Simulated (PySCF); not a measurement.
# AlBr (Aluminum Monobromide): the cost of one run

Computed with PySCF 2.14.0 and routines of our own; the level stands in each step. Atoms count from 0.

### 1 The starting structure

2 atoms, charge 0, multiplicity 1; geometry from: GFN2-xTB.

### 2 Relaxing the molecule at PBE0-D3(BJ)/def2-SVP

Job settings and geometry (Å):

```
{"job": {"xc": "PBE0", "basis": "def2-SVP", "d3": "d3bj", "grid": 1, "maxiter": 30, "shake": 0.01, "kind": "geom"}, "charge": 0, "multiplicity": 1}
Al     1.163790    -0.028470     0.001370
Br    -1.146300    -0.000340    -0.013490
```

Command:

```sh
> OMP_NUM_THREADS=1 python heavy_run.py task.json out
```

One launch serves the whole session: the jobs run in the order shown.

**Question.** How long does this first job take on 1 thread of Arm Neoverse N1, shared host, and how much memory does it need?

About 3.7 s, with a peak of 0.26 GiB.
